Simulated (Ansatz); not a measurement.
## GeH6OSSi, SMILES [OH][GeH]([SiH3])[SH]: a single point from an input written key by key

Computed with Ansatz 0.2.0 through its Python package.

`deck_geh6ossi.py`:
```python
import ansatz as az

DECK = '''
crystal:
  periodic: [false, false, false]
  atoms:
    - { symbol: O, position_ang: [-0.9529, 1.618, -0.8649] }
    - { symbol: Ge, position_ang: [-0.6902, 0.5053, 0.4518] }
    - { symbol: Si, position_ang: [1.4234, -0.3373, 0.234] }
    - { symbol: S, position_ang: [-2.074, -1.1497, 0.3444] }
    - { symbol: H, position_ang: [-0.8928, 1.1198, -1.7202] }
    - { symbol: H, position_ang: [-0.827, 1.2513, 1.8128] }
    - { symbol: H, position_ang: [1.6098, -1.0279, -1.0397] }
    - { symbol: H, position_ang: [1.7505, -1.2714, 1.3342] }
    - { symbol: H, position_ang: [2.4304, 0.7809, 0.3563] }
    - { symbol: H, position_ang: [-1.6941, -1.5403, -0.9056] }
basis:
  gaussian: { orbitals: def2-SVP, nuclear_model: point }
hamiltonian:
  xc: hf
'''

session = az.Session.from_yaml(DECK)
rep = session.plan(threads=1).execute().report

print('reference energy %16.6f eV' % rep['reference_energy_ev'])
print('total energy     %16.6f eV' % rep['free_energy_ev'])
print('occupied orbitals outside the frozen core (up, down):', rep['n_occupied'], ' frozen:', rep['n_frozen'], ' virtual:', rep['n_virtual'])
symbols = ['O', 'Ge', 'Si', 'S', 'H', 'H', 'H', 'H', 'H', 'H']
```

```console
$ python deck_geh6ossi.py
reference energy    -77271.517451 eV
total energy        -77271.517451 eV
occupied orbitals outside the frozen core (up, down): [38, 38]  frozen: 0  virtual: [74, 74]
```

Caveats:
- These settings explore the input space; basis and method may be short of convergence.
- The geometry is a force-field or estimated start, not a minimum of this method, and the basis set is short of its limit.
- Hardware and time: 2.3 s on 1 thread of Arm Neoverse V1 (shared host), peak memory 0.26 GiB.
